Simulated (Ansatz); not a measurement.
# CClFGeN: the cost of one run

Method: the settings change from run to run; program: Ansatz 0.2.0, Gaussian basis.

**1. The relaxed structure**

The geometry comes from an earlier relaxation with PBE0-D4 in a triple-zeta def2 set; it is a stationary point.

SMILES `N#[C][Ge]([F])[Cl]`, 5 atoms, charge 0, spin multiplicity 2.

Atoms are counted from 1 here; the program's logs count them from 0.

Bond lengths: N1–C2 1.153 Å, C2–Ge3 1.929 Å, Ge3–F4 1.725 Å, Ge3–Cl5 2.128 Å. Angles: N1–C2–Ge3 173.2°, C2–Ge3–F4 104.9°, C2–Ge3–Cl5 108.6°, F4–Ge3–Cl5 108.1°.

**2. r2SCAN50/aug-cc-pVDZ**

This run has multiplicity 4, atoms shaken by 0.15 Å, a grid of angular degree 47, a point charge of 2.00 e beside it, D3(BJ) with three-body dispersion.

File in.yaml:

```yaml
crystal:
  periodic: [false, false, false]
  atoms:
    - {symbol: N, position_ang: [0.947230, -1.153394, 1.783197]}
    - {symbol: C, position_ang: [0.655533, -0.898491, 0.709495]}
    - {symbol: Ge, position_ang: [0.145564, 0.135304, -0.863717]}
    - {symbol: F, position_ang: [-1.680551, -0.288773, -0.722430]}
    - {symbol: Cl, position_ang: [-0.073410, 2.409690, -0.081398]}
basis:
  gaussian: {orbitals: aug-cc-pVDZ, final_grid: {core_spheres: 20, valence_spheres: 16, degree: 47}, point_charges: [{charge: 2.00, position_ang: [5.028, 0.688, -0.973]}]}
magnetization: {spin_polarized: true, initial_magnetization: 3}
hamiltonian: {xc: {name: r2SCAN50}, dispersion: d3bjatm}
output: {forces: true}
```

Started as:

```sh
> ansatz run in.yaml --threads 4 --pin off --events-out ev --progress --plain --max-ram 10444MiB
```

Q: Estimate wall time and peak memory on 4 threads of Arm Neoverse V2, shared host.

About 34 s, with a peak of 0.65 GiB.
